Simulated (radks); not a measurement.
# Ho with its nuclear charge varied continuously

What is the energy between the elements? 67 electrons are held in [Xe] 4f11 6s2 while Z is changed in small steps.

Method: scalar-relativistic Kohn-Sham, PBE, spin-polarised, spherical densities, finite nucleus; open shells are filled with parallel spins first. Code: radks (a radial shooting solver on a logarithmic mesh, Libxc functionals) version 1.

### Step 1. What is computed

* element: holmium (Z = 67)
* charge: 0
* electrons: 67
* configuration: [Xe] 4f11 6s2
* nuclear rms radius: 5.2022 fm

Outer shells as boxes (Hund's rule):

Ho
```
[Xe] core
4f [↑↓][↑↓][↑↓][↑↓][↑ ][↑ ][↑ ]
6s [↑↓]
```

### Step 2. Z = 67

Input:

```text
Z 67
configuration [Xe] 4f11 6s2
relativity scalar-relativistic
functional pbe,pbe
spin polarised
nucleus finite rms 5.2022 fm
c 137.035999084
```

### Step 3. Z = 66.8

Changes since step 2:

```diff
@@ -1,2 +1,2 @@
-Z 67
+Z 66.8
 configuration [Xe] 4f11 6s2
```

### Step 4. Z = 66.9

Changes since step 3:

```diff
@@ -1,2 +1,2 @@
-Z 66.8
+Z 66.9
 configuration [Xe] 4f11 6s2
```

### Step 5. Z = 67.1

Changes since step 4:

```diff
@@ -1,2 +1,2 @@
-Z 66.9
+Z 67.1
 configuration [Xe] 4f11 6s2
```

### Step 6. Z = 67.2

Changes since step 5:

```diff
@@ -1,2 +1,2 @@
-Z 67.1
+Z 67.2
 configuration [Xe] 4f11 6s2
```

### Step 7. Z = 67.3

Changes since step 6:

```diff
@@ -1,2 +1,2 @@
-Z 67.2
+Z 67.3
 configuration [Xe] 4f11 6s2
```

### Step 8. Z = 67.4

Changes since step 7:

```diff
@@ -1,2 +1,2 @@
-Z 67.3
+Z 67.4
 configuration [Xe] 4f11 6s2
```

### Step 9. Z = 67.5

Changes since step 8:

```diff
@@ -1,2 +1,2 @@
-Z 67.4
+Z 67.5
 configuration [Xe] 4f11 6s2
```

### Step 10. Z = 67.6

Changes since step 9:

```diff
@@ -1,2 +1,2 @@
-Z 67.5
+Z 67.6
 configuration [Xe] 4f11 6s2
```

### Step 11. Z = 67.7

Changes since step 10:

```diff
@@ -1,2 +1,2 @@
-Z 67.6
+Z 67.7
 configuration [Xe] 4f11 6s2
```

### Step 12. Z = 67.8

Changes since step 11:

```diff
@@ -1,2 +1,2 @@
-Z 67.7
+Z 67.8
 configuration [Xe] 4f11 6s2
```

### Step 13. Z = 67.9

Changes since step 12:

```diff
@@ -1,2 +1,2 @@
-Z 67.8
+Z 67.9
 configuration [Xe] 4f11 6s2
```

### Step 14. Z = 68

Changes since step 13:

```diff
@@ -1,2 +1,2 @@
-Z 67.9
+Z 68
 configuration [Xe] 4f11 6s2
```

**Question.** What will these runs give? Wanted: for each run, Z; E; E(electron-nucleus)/Z; highest level; its energy; <r>.

**Answer**, as computed:

```
   Z  E (hartree)  E(electron-nucleus)/Z (hartree)  highest level  its energy (eV)  <r> (bohr)
66.9  -12568.8451                         -460.369        4f down           -0.718      0.8986
  67  -12615.2228                         -461.399        4f down           -1.930      0.8807
67.1  -12661.7050                         -462.428        4f down           -3.213      0.8662
67.2  -12708.2916                         -463.456        4f down           -4.557      0.8535
67.3  -12754.9826                         -464.483        6s down           -5.609       3.834
67.4  -12801.7779                         -465.510        6s down           -6.271       3.759
67.5  -12848.6776                         -466.537        6s down           -6.952       3.689
67.6  -12895.6815                         -467.563        6s down           -7.652       3.623
67.7  -12942.7897                         -468.590        6s down           -8.370       3.561
67.8  -12990.0021                         -469.616        6s down           -9.105       3.502
67.9  -13037.3189                         -470.642        6s down           -9.857       3.447
  68  -13084.7399                         -471.668        6s down          -10.626       3.394
```

**Reading.** At Z = 67 the central difference of E is -464.299 hartree, against -461.399 from the Hellmann-Feynman theorem; the scalar-relativistic energy here is not variational, so the two differ by a part that grows with Z. The top level goes from -0.718 eV at Z = 66.9 to -10.626 eV at Z = 68. Between Z = 67.2 and 67.3 the top level changes from 4f down to 6s down, so the curve of the top level has a kink there, while E(Z) stays smooth. No valid solution was reached at Z = 66.8.
